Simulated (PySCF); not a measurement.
# C5H4F2: the cost of one run

The runs use PySCF 2.14.0, with density-fitted response routines of our own; the level of theory stands in each step. All values are computed, except where a source is named. Atoms count from 0, in the outputs and in this text.

## 1. Starting geometry

11 atoms, charge 0, multiplicity 1; geometry from: GFN2-xTB. The atoms were then displaced at random by about 0.01 Å, so the start is not that level's minimum.

Bonds of the start (Å): F0–C1 1.37, C1–C2 1.35, C2–C3 1.45, C3–C4 1.47, C4–C5 1.34, C5–F6 1.34, C5–C1 1.46, C2–H7 1.07, C3–H8 1.09, C3–H9 1.12, C4–H10 1.07.

## 2. Geometry optimisation at PBE0-D3(BJ)/def2-SVP

What the job is given:

```
{"job": {"xc": "PBE0", "basis": "def2-SVP", "d3": "d3bj", "grid": 1, "shake": 0.01, "kind": "geom"}, "charge": 0, "multiplicity": 1}
F      2.516790    -0.681160     0.263730
C      1.201110    -0.341500     0.128040
C      0.134070    -1.144720     0.312430
C     -1.058890    -0.360840     0.059650
C     -0.597080     0.990070    -0.308170
C      0.740000     0.990470    -0.254450
F      1.574590     2.003860    -0.509140
H      0.186420    -2.169240     0.604610
H     -1.681110    -0.797290    -0.726410
H     -1.740650    -0.336700     0.953070
H     -1.237140     1.821230    -0.539010
```

Run with:

```console
$ OMP_NUM_THREADS=1 python probes_run.py task.json out
```

The driver reads the jobs from task.json and runs them one after another.

**Question.** How long does this first job take on 1 thread of Arm Neoverse N1, shared host, and how much memory does it need?

About 67 s, with a peak of 0.52 GiB.
